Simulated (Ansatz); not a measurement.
# CH5ClMgO: the cost of one run

Method: RHF/def2-SVPD, in Ansatz 0.2.0.

## 1. The system as given

Bond lengths: Mg1–O2 2.416 Å, O2–C3 1.387 Å, Mg1–Cl4 2.132 Å, C3–H7 1.099 Å, C3–H8 1.099 Å, C3–H9 1.095 Å. Angles: Mg1–O2–C3 163.4°, O2–Mg1–Cl4 143.7°, O2–C3–H7 110.7°, O2–C3–H8 111.1°, O2–C3–H9 109.3°, H7–C3–H8 109.1°, H7–C3–H9 108.2°, H8–C3–H9 108.4°.

Structure file:

```xyz
9

Mg   -1.2754    0.1144    1.8266
O     0.0678   -0.0985   -0.1705
C     0.5749    0.0470   -1.4528
Cl   -3.0154    1.0413    2.6371
H     0.7307   -0.5701    0.8164
H     0.8001   -0.7957    1.7713
H     0.9664   -0.9093   -1.8257
H     1.3765    0.7981   -1.4778
H    -0.2257    0.3729   -2.1245
```

## 2. A restrained relaxation towards end A

Springs on the bonds that form and break draw the guess towards this end; the thresholds are loose.

input.yaml

```yaml
crystal:
  periodic: [false, false, false]
  atoms:
    - { symbol: Mg, position_ang: [-1.2754, 0.1144, 1.8266] }
    - { symbol: O, position_ang: [0.0678, -0.0985, -0.1705] }
    - { symbol: C, position_ang: [0.5749, 0.047, -1.4528] }
    - { symbol: Cl, position_ang: [-3.0154, 1.0413, 2.6371] }
    - { symbol: H, position_ang: [0.7307, -0.5701, 0.8164] }
    - { symbol: H, position_ang: [0.8001, -0.7957, 1.7713] }
    - { symbol: H, position_ang: [0.9664, -0.9093, -1.8257] }
    - { symbol: H, position_ang: [1.3765, 0.7981, -1.4778] }
    - { symbol: H, position_ang: [-0.2257, 0.3729, -2.1245] }
basis:
  gaussian: { orbitals: def2-SVPD }
hamiltonian:
  xc: hf
relax:
  f_tol: 0.15
  max_steps: 25
  restrain:
    - { distance: [0, 5], at: 3.02, k: 30.0 }
    - { distance: [4, 1], at: 2.27, k: 30.0 }
    - { distance: [0, 1], at: 2.07, k: 30.0 }
    - { distance: [4, 5], at: 0.62, k: 30.0 }
```

Started as:

```bash
> ansatz run input.yaml --threads 2 --pin off --max-ram 3072MiB --backend cpu --events-out ev --progress --plain --runs-dir out
```

**Question.** How long does this run take on 2 threads of Arm Neoverse V2, shared host, and how much memory does it need?

About 21 s, with a peak of 0.28 GiB.
